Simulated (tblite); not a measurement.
# C7H9S: the cost of one run

Computed with tblite 0.8.0 (tight binding) and PySCF 2.14.0 (DFT, with response routines of our own); each step states its level. Atoms count from 0 throughout.

## (1) The starting structure

17 atoms, charge 1, multiplicity 1; geometry from: force field or distance geometry start.

Bonds of the start (Å): C0–C1 1.22, C0–H8 1.06, C1–C2 1.46, C2–C3 1.49, C2–H10 1.10, C2–H9 1.10, C3–C4 1.45, C3–H11 1.09, C4–C5 1.35, C4–H12 1.09, C5–H13 1.08, C5–S6 1.73, C7–H14 1.10, C7–H15 1.09, C7–H16 1.10, S6–C7 1.80.

## (2) GFN2-xTB relaxation, start minimum

What the job is given:

```
{"job": {"xc": "GFN2-xTB", "basis": "xTB", "kind": "relax"}, "charge": 1, "multiplicity": 1}
C      4.299500    -0.576000    -0.354700
C      3.104200    -0.353800    -0.339500
C      1.668900    -0.099500    -0.306900
C      1.196200     0.107700     1.088400
C     -0.171500     0.022400     1.567300
C     -1.345400     0.081400     0.903700
S     -1.561000     0.299200    -0.796900
C     -3.359200     0.283200    -0.897500
H      5.343800    -0.767700    -0.375000
H      1.142000    -0.947200    -0.766700
H      1.449400     0.801800    -0.900900
H      1.929400     0.376100     1.849200
H     -0.239500    -0.064300     2.656200
H     -2.238100     0.008100     1.507900
H     -3.796200     1.104700    -0.312600
H     -3.668500     0.406600    -1.932900
H     -3.761100    -0.670500    -0.535600
```

On the command line:

```
OMP_NUM_THREADS=1 python ens_run.py task.json out
```

The driver reads the study from task.json and runs its stages one after another.

Q: Estimate the wall time of this first job on 1 thread of Intel Xeon at 2.50GHz, shared host.

About 3.1 s.
